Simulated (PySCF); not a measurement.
# C2H6GeOS: the cost of one run

Programs: PySCF 2.14.0, with density-fitted response routines of our own. Each step states its level of theory. These are calculated values for one molecule in the gas phase, unless marked as measured. Atoms are numbered from 0 throughout.

### Step 1. The molecule as given

11 atoms, charge 0, multiplicity 1; geometry from: GFN2-xTB. The atoms were then displaced at random by about 0.01 Å, so the start is not that level's minimum.

Bonds of the start (Å): C0–C1 1.46, C1–O2 1.19, C1–Ge3 2.06, Ge3–S4 2.16, C0–H5 1.12, C0–H6 1.09, C0–H7 1.07, Ge3–H8 1.50, Ge3–H9 1.52, S4–H10 1.34.

### Step 2. Relaxing the molecule at PBE0-D3(BJ)/def2-SVP

Job settings and geometry (Å):

```
{"job": {"xc": "PBE0", "basis": "def2-SVP", "d3": "d3bj", "grid": 1, "shake": 0.01, "kind": "geom"}, "charge": 0, "multiplicity": 1}
C     -1.718400    -0.364700     0.034180
C     -0.315510    -0.472440     0.434980
O      0.066530    -1.202130     1.296590
Ge     1.072440     0.683900    -0.560350
S      2.990450     0.267810     0.340540
H     -2.058700     0.693720     0.199510
H     -1.809790    -0.537270    -1.037710
H     -2.357740    -1.017960     0.584390
H      1.042210     0.379790    -2.025170
H      0.686610     2.155130    -0.471740
H      2.440000    -0.611680     1.189120
```

Run with:

```bash
$ OMP_NUM_THREADS=1 python probes_run.py task.json out
```

One launch serves the whole session: the jobs run in the order shown.

Q: Estimate the wall time and peak memory of this first job on 1 thread of Arm Neoverse V1, shared host.

About 38 s, with a peak of 0.51 GiB.
